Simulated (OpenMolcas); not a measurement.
**CH5AsSi (SMILES C1[SiH2][AsH]1) at 6 levels**

Wanted: a comparison of 6 runs (B3LYP/6-31G*, BHLYP/def2-SVP, BLYP/def2-SVP, M06-L/def2-SVP, PBE0/def2-SVP, MP2/def2-SVP) of CH5AsSi. 

Program for the calculation: OpenMolcas 26.06.

### 1 The molecule

CH5AsSi has 8 atoms, charge 0, and is taken as a singlet. As SMILES, `C1[SiH2][AsH]1`. The Si2–H7 distance was set to 2.662 Å, away from the relaxed value. At this shape a bond of the SMILES string is far longer than usual.

Bond lengths: C1–Si2 1.843 Å, C1–As3 2.046 Å, Si2–As3 2.317 Å, C1–H4 1.084 Å, C1–H5 1.086 Å, Si2–H6 1.480 Å, As3–H8 1.526 Å. Some angles: C1–Si2–As3 57.6°, Si2–C1–As3 72.9°, C1–As3–Si2 49.5°, C1–Si2–H6 117.5°, As3–Si2–H6 118.8°, Si2–C1–H4 121.0°, Si2–C1–H5 118.1°, As3–C1–H4 114.8°, As3–C1–H5 110.5°, C1–As3–H8 92.8°.

### 2 A single-point energy at B3LYP/6-31G(d) (Cartesian functions) (run 1)

The input, coord.xyz:

```xyz
8

C     -1.836703     0.210541    -0.101759
Si    -0.358603     0.855741     0.789941
As    -1.604503    -0.930059     1.581441
H     -1.733603    -0.331359    -1.035059
H     -2.757103     0.784441    -0.048059
H     -0.485103     2.166541     1.464741
H      2.040800     0.422300    -0.277100
H     -0.638003    -1.886759     0.889841
```

The input, calc.inp:

```
&GATEWAY
BasLib
$CurrDir
Coord
coord.xyz
Basis
6-31Gs
Group
NoSym
&SEWARD
GridInput
Grid=UltraFine
End of Grid
&SCF
KSDFT
B3LYP
Thresholds
1e-10 1e-07 1e-07 1e-05
PrOrbitals
1
```

The basis set 6-31G* is read from a file made from the Basis Set Exchange's data (not shown).

The run is started by

```bash
$ export MOLCAS_MEM=1860
$ pymolcas calc.inp > calc.log
```

The program printed:

```text
--- Start Module: gateway ---
[...]
--- Stop Module: gateway /rc=_RC_ALL_IS_WELL_ ---
--- Start Module: seward ---
[...]
      Basis functions           79
--- Stop Module: seward /rc=_RC_ALL_IS_WELL_ ---
[...]
--- Start Module: scf ---
[...]
       Convergence after  18 Iterations
[...]
::    Total KS-DFT energy                           -2566.0958010856
[...]
      Total spin, S                                     0.0000000000
[...]
      Total electronic charge=   58.000000
      Total            charge=   -0.000000
[...]
      Dipole Moment (debye):
      Origin of the operator (angstrom)=   -1.2997   -0.3506    1.1703
                   X= -1.5087E+00               Y=  3.8300E-01               Z= -3.1774E-01           Total=  1.5887E+00
      Quadrupole Moment (debye*angstrom):
[...]
--- Stop Module: scf /rc=_RC_ALL_IS_WELL_ ---
[...]
```

It took 33 s on 1 thread of AMD EPYC 7R43 (Zen 3), shared host; peak memory 0.44 GiB.

### 3 A single-point energy at BHLYP/def2-SVP (run 2)

The input, mol.inp:

```
&gateway
 baslib = $CurrDir
 coord
 8
 angstrom
 C       -1.836703       0.210541      -0.101759
 Si      -0.358603       0.855741       0.789941
 As      -1.604503      -0.930059       1.581441
 H       -1.733603      -0.331359      -1.035059
 H       -2.757103       0.784441      -0.048059
 H       -0.485103       2.166541       1.464741
 H        2.040800       0.422300      -0.277100
 H       -0.638003      -1.886759       0.889841
 basis = def2-SVP
 group = NoSym

&seward
 gridinput
 Grid=UltraFine
 End of Grid

&scf
 ksdft = HYB_GGA_XC_BHANDHLYP
 thresholds = 1e-10 1e-07 1e-07 1e-05
 prorbitals = 1 1
```

The basis set def2-SVP is read from a file made from the Basis Set Exchange's data (not shown).

The run is started by

```bash
$ export MOLCAS_MEM=1860
$ pymolcas mol.inp > mol.log
```

The program printed:

```text
--- Start Module: gateway ---
[...]
--- Stop Module: gateway /rc=_RC_ALL_IS_WELL_ ---
--- Start Module: seward ---
[...]
      Basis functions           89
--- Stop Module: seward /rc=_RC_ALL_IS_WELL_ ---
[...]
--- Start Module: scf ---
[...]
       Convergence after  14 Iterations
[...]
::    Total KS-DFT energy                           -2565.8774379619
[...]
      Total spin, S                                     0.0000000000
[...]
      Total electronic charge=   58.000000
      Total            charge=   -0.000000
[...]
      Dipole Moment (debye):
      Origin of the operator (angstrom)=   -1.2997   -0.3506    1.1703
                   X= -1.5833E+00               Y=  3.9593E-01               Z= -6.5581E-02           Total=  1.6334E+00
      Quadrupole Moment (debye*angstrom):
[...]
--- Stop Module: scf /rc=_RC_ALL_IS_WELL_ ---
[...]
```

Run time: 30 s. Hardware: 1 thread of AMD EPYC 7R43 (Zen 3), shared host; peak memory 0.49 GiB.

Runs 3 to 5 aren't shown in full; the table further down has their settings and results.

### 4 A single-point energy at MP2/def2-SVP (run 6)

The input, mol.xyz:

```xyz
8

C     -1.836703     0.210541    -0.101759
Si    -0.358603     0.855741     0.789941
As    -1.604503    -0.930059     1.581441
H     -1.733603    -0.331359    -1.035059
H     -2.757103     0.784441    -0.048059
H     -0.485103     2.166541     1.464741
H      2.040800     0.422300    -0.277100
H     -0.638003    -1.886759     0.889841
```

The input, calc.input:

```
>>> EXPORT MOLCAS_PRINT=2

&gateway
 baslib = $CurrDir
 coord = mol.xyz
 basis = def2-SVP
 group = NoSym

&seward

&scf
 thresholds = 1e-10 1e-07 1e-07 1e-05
 prorbitals = 1 1

&mbpt2
 frozen = 15
```

The basis set def2-SVP is read from a file made from the Basis Set Exchange's data (not shown).

The run is started by

```bash
$ export MOLCAS_MEM=1860
$ pymolcas calc.input > calc.log
```

The program printed:

```text
--- Start Module: gateway ---
[...]
--- Stop Module: gateway /rc=_RC_ALL_IS_WELL_ ---
[...]
      Basis functions           89
[...]
--- Start Module: scf ---
[...]
       Convergence after  18 Iterations
[...]
::    Total SCF energy                              -2563.3374951647
[...]
      Total spin, S                                     0.0000000000
[...]
      Total electronic charge=   58.000000
      Total            charge=   -0.000000
[...]
      Dipole Moment (debye):
      Origin of the operator (angstrom)=   -1.2997   -0.3506    1.1703
                   X= -1.7660E+00               Y=  5.4507E-01               Z= -3.6221E-02           Total=  1.8485E+00
      Quadrupole Moment (debye*angstrom):
[...]
--- Stop Module: scf /rc=_RC_ALL_IS_WELL_ ---
[...]
--- Start Module: mbpt2 ---
[...]
WARNING!
Default frozen orbitals as non valence orbitals is overwritten by user input.
Default values:  17
[...]
       Reference weight ( Cref**2 )         =        0.83252
::    Total MBPT2 energy                            -2563.8258275403
[...]
      Total MBPT2 calculations                           0.44      0.55
--- Stop Module: mbpt2 /rc=_RC_ALL_IS_WELL_ ---
[...]
```

Run time: 14 s. Hardware: 1 thread of AMD EPYC 7R43 (Zen 3), shared host; peak memory 0.49 GiB.

### 5 Overview of the runs

```
run                               level  Cartesian functions  integration grid   energy (Eh)  dipole moment (D) of the reference  HOMO energy (eV)  LUMO energy (eV)  wall time
  1  B3LYP/6-31G* (Cartesian functions)                  yes         UltraFine  -2566.095801                                1.59             -6.71             -3.03       33 s
  2                      BHLYP/def2-SVP                   no         UltraFine  -2565.877438                                1.63             -7.76             -2.16       30 s
  3                       BLYP/def2-SVP                   no         UltraFine  -2565.957771                                1.68             -5.86             -3.53       42 s
  4                      M06-L/def2-SVP                   no         UltraFine  -2565.869555                                1.66             -6.22             -3.58       48 s
  5                       PBE0/def2-SVP                   no         UltraFine  -2565.494241                                1.51             -7.01             -2.99       35 s
  6                        MP2/def2-SVP                   no                 –  -2563.825828                                1.85             -8.98              0.05       14 s
```

### 6 Summary of results

```
                                           quantity           value
                                run 6: total energy  -2563.82583 Eh
          run 6: dipole moment (mean-field density)          1.85 D
         run 6: HOMO energy (Hartree–Fock orbitals)        -8.98 eV
         run 6: LUMO energy (Hartree–Fock orbitals)         0.05 eV
       run 6: HOMO–LUMO gap (Hartree–Fock orbitals)         9.03 eV
run 6: correlation energy (15 core orbitals frozen)      -488.3 mEh
```

In words: Over runs 1, 2, 3, 4, 5 the dipole moment (its size) runs from 1.51 D (PBE0/def2-SVP) to 1.68 D (BLYP/def2-SVP). Over runs 1, 2, 3, 4, 5 the HOMO–LUMO gap runs from 2.33 eV (BLYP/def2-SVP) to 5.61 eV (BHLYP/def2-SVP). Totals of different functionals can't be ranked against each other. In runs 1, 2, 3, 4, 5, 6 a closed-shell determinant meets a far-stretched bond, which it describes badly. All runs together took 3.4 min, the longest 48 s.
